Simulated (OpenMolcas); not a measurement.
# V³⁺ among point charges: CASSCF levels and susceptibility

Aim: the splitting of the states of V³⁺ in the field of 6 point charges, its lowest levels with spin-orbit coupling and its magnetic susceptibility.

Method: state-averaged CASSCF, spin-orbit coupling by RASSI with atomic mean-field integrals. Code: OpenMolcas 26.06.

1 further run of the same task is left out (it didn't finish).

**1. What is computed**

```
Species                           : V³⁺ (vanadium, Z = 23, 20 electrons)
Basis                             : ANO-RCC-VDZP [5s4p2d1f], 34 functions
Scalar Hamiltonian                : DKH2, point nucleus
Inactive shells                   : 1s 2s 2p 3s 3p
Active space                      : 2 electrons in 5 orbitals (3d)
Some configurations of this space : 3d²
Orbitals                          : optimised for each spin and parity, averaged over all roots
```

Outer shells as boxes (Hund's rule):

3d2
```
3d [↑ ][↑ ][  ][  ][  ]
```

The ion sits among 6 point charges of -2 e arranged as a trigonal antiprism (D3d), 1.94 Å from the ion, with a polar angle of 49.8° against the regular 54.74°. The active orbitals were held to one l.

Each step is its own input file, run in one work folder so that later steps find the files of earlier ones. Labels, J, g values, rates, χT and fits are worked out afterwards by a script from the matrices that RASSI stores. The input lists half of the charges; inversion (Group=XYZ) makes the rest.

**2. Basis and integrals**

Input file a.inp:

```
&GATEWAY
Coord
1

V 0.0 0.0 0.0
Basis=ANO-RCC-VDZP
Group=XYZ
NoMove
AngMom=0.0 0.0 0.0
AMFI
XField
3 Angstrom 0
0.000000 1.481970 1.251945 -2.000000
1.283424 -0.740985 1.251945 -2.000000
1.283424 0.740985 -1.251945 -2.000000
&SEWARD
```

**3. CASSCF: triplets of even parity, 10 roots**

Input file a.inp:

```
&RASSCF
FileOrb=start.orb
Symmetry=1
Spin=3
nActEl=2 0 0
Inactive=3 6
Ras2=5 0
CIRoot=10 10 1
SDav=10
CIMx=300
Iter=120 100
PrWF=0.3
OrbListing=Nothing
MaxOrb=0
SupSym
1
10 4 5 6 7 8 11 12 13 14 15
0
>>> COPY $Project.JobIph JOB001
```

start.orb holds the contracted functions of the basis, ordered by shell, or the orbitals of the step before.

**4. CASSCF: singlets of even parity, 15 roots**

Input file a.inp:

```
&RASSCF
FileOrb=start.orb
Symmetry=1
Spin=1
nActEl=2 0 0
Inactive=3 6
Ras2=5 0
CIRoot=15 15 1
SDav=15
CIMx=300
Iter=120 100
PrWF=0.3
OrbListing=Nothing
MaxOrb=0
SupSym
1
10 4 5 6 7 8 11 12 13 14 15
0
>>> COPY $Project.JobIph JOB002
```

**5. RASSI: spin-orbit coupling between the states**

Input file a.inp:

```
&RASSI
NrOfJobIphs=2 10 15
1 2 3 4 5 6 7 8 9 10
1 2 3 4 5 6 7 8 9 10 11 12 13 14 15
IphNames
JOB001
JOB002
EJob
SpinOrbit
DIPRint=1.0
SOCoupling=1000.0
Subsets=2
Property=9
'ANGMOM' 1 'ANGMOM' 2 'ANGMOM' 3 'MLTPL  1' 1 'MLTPL  1' 2 'MLTPL  1' 3
'AMFI' 1 'AMFI' 2 'AMFI' 3
SOProperty=3
'ANGMOM' 1 'ANGMOM' 2 'ANGMOM' 3
```

**Question.** What will these runs give? Wanted: spin-free ground state; first state of the same spin within the active space; lowest level; next level.

**Answer**, as computed:

```
                                            quantity                            value
                                              method                           CASSCF
                              spin-free ground state  3A2, 1-fold in its orbital part
first state of the same spin within the active space                  3E at 1280 cm⁻¹
                                        lowest level                        1-fold A1
                                          next level                         2.7 cm⁻¹
                                         χT at 300 K                   0.94 cm³ K/mol
                           effective moment at 300 K                          2.74 μB
```

The spin-free ground state (3A2) comes to 92 % from free-ion F terms and keeps the highest spin of the shell. χT at 300 K is 0.94, against 1.00 cm³ K/mol for the spin alone; near agreement at one temperature doesn't show that the orbital moment is quenched. The field of point charges can differ much from that of real complexes. This is an electrostatic model: the charges have no orbitals.
